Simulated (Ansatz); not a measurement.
**C₃H₉NSi: basis-set convergence**

The task here is to estimate one member of a computed series from the others.

Computed with Ansatz 0.2.0, Gaussian basis. Level: one geometry, several basis sets.

Plan: PBE0-D4/def2-SVP; ωB97M-V/def2-SVP; PBE0-D4/def2-QZVPP; ωB97M-V/def2-QZVPP; the functionals' def2-TZVPP values are taken from earlier runs.

## The relaxed structure

An earlier PBE0-D4 in a triple-zeta def2 set relaxation fixed the geometry.

SMILES `C[Si]N(C)C`, 14 atoms, charge 0, spin multiplicity 1.

Atoms are counted from 1 here; the program's logs count them from 0.

Bond lengths: C1–Si2 1.908 Å, C1–H6 1.096 Å, C1–H7 1.096 Å, C1–H8 1.093 Å, Si2–N3 1.719 Å, N3–C4 1.444 Å, N3–C5 1.449 Å, C4–H9 1.088 Å, C4–H10 1.097 Å, C4–H11 1.097 Å, C5–H12 1.097 Å, C5–H13 1.097 Å, C5–H14 1.092 Å. Angles: Si2–C1–H6 112.2°, Si2–C1–H7 112.3°, Si2–C1–H8 109.3°, H6–C1–H7 107.8°, H6–C1–H8 107.6°, H7–C1–H8 107.6°, C1–Si2–N3 101.5°, Si2–N3–C4 129.9°, Si2–N3–C5 118.4°, C4–N3–C5 111.8°, N3–C4–H9 111.2°, N3–C4–H10 110.8°, N3–C4–H11 110.8°, H9–C4–H10 108.3°, H9–C4–H11 108.3°, H10–C4–H11 107.2°, N3–C5–H12 111.1°, N3–C5–H13 111.1° and more.

Geometry (Å):

```xyz
14
charge 0, multiplicity 1
C    -1.9269    0.0839    1.2900
Si   -0.8600    1.3442    0.3348
N     0.3704    0.3323   -0.3109
C     0.5618   -1.0931   -0.1770
C     1.4050    0.9391   -1.1235
H    -2.3448   -0.6866    0.6322
H    -1.3625   -0.4225    2.0812
H    -2.7637    0.6043    1.7623
H    -0.2196   -1.5392    0.4344
H     1.5314   -1.3145    0.2870
H     0.5521   -1.5818   -1.1596
H     2.3972    0.7793   -0.6834
H     1.4151    0.5113   -2.1338
H     1.2316    2.0140   -1.2047
```

Set-up of the first run:

Contents of in.yaml:

```yaml
crystal:
  periodic: [false, false, false]
  atoms:
    - {symbol: C, position_ang: [-1.926928, 0.083857, 1.290031]}
    - {symbol: Si, position_ang: [-0.859967, 1.344248, 0.334757]}
    - {symbol: N, position_ang: [0.370441, 0.332328, -0.310895]}
    - {symbol: C, position_ang: [0.561794, -1.093109, -0.176987]}
    - {symbol: C, position_ang: [1.404995, 0.939127, -1.123545]}
    - {symbol: H, position_ang: [-2.344849, -0.686650, 0.632231]}
    - {symbol: H, position_ang: [-1.362497, -0.422496, 2.081162]}
    - {symbol: H, position_ang: [-2.763722, 0.604311, 1.762257]}
    - {symbol: H, position_ang: [-0.219631, -1.539167, 0.434369]}
    - {symbol: H, position_ang: [1.531363, -1.314458, 0.286965]}
    - {symbol: H, position_ang: [0.552143, -1.581751, -1.159560]}
    - {symbol: H, position_ang: [2.397159, 0.779287, -0.683394]}
    - {symbol: H, position_ang: [1.415112, 0.511299, -2.133763]}
    - {symbol: H, position_ang: [1.231584, 2.013975, -1.204729]}
basis:
  gaussian: {orbitals: def2-SVP}
hamiltonian: {xc: pbe0, dispersion: d4}
output: {orbitals: {seedname: orbitals}}
```

Steps of the session up to this table: PBE0-D4 in def2-SVP; ωB97M-V in def2-SVP; PBE0-D4 in def2-QZVPP; ωB97M-V in def2-QZVPP.

One table of the session follows, with a row left open; its other results are not shown here.

```
functional       basis  HOMO (eV)
   PBE0-D4    def2-SVP      -5.80
   PBE0-D4  def2-TZVPP      -5.88
   PBE0-D4  def2-QZVPP          ?
   ωB97M-V    def2-SVP      -7.90
   ωB97M-V  def2-TZVPP      -8.00
   ωB97M-V  def2-QZVPP      -8.03
```

Estimate the missing values for PBE0-D4, def2-QZVPP.

The run gave: HOMO (eV): -5.92. In the column «HOMO (eV)» it lies between ωB97M-V, def2-SVP (-7.90) and PBE0-D4, def2-TZVPP (-5.88).
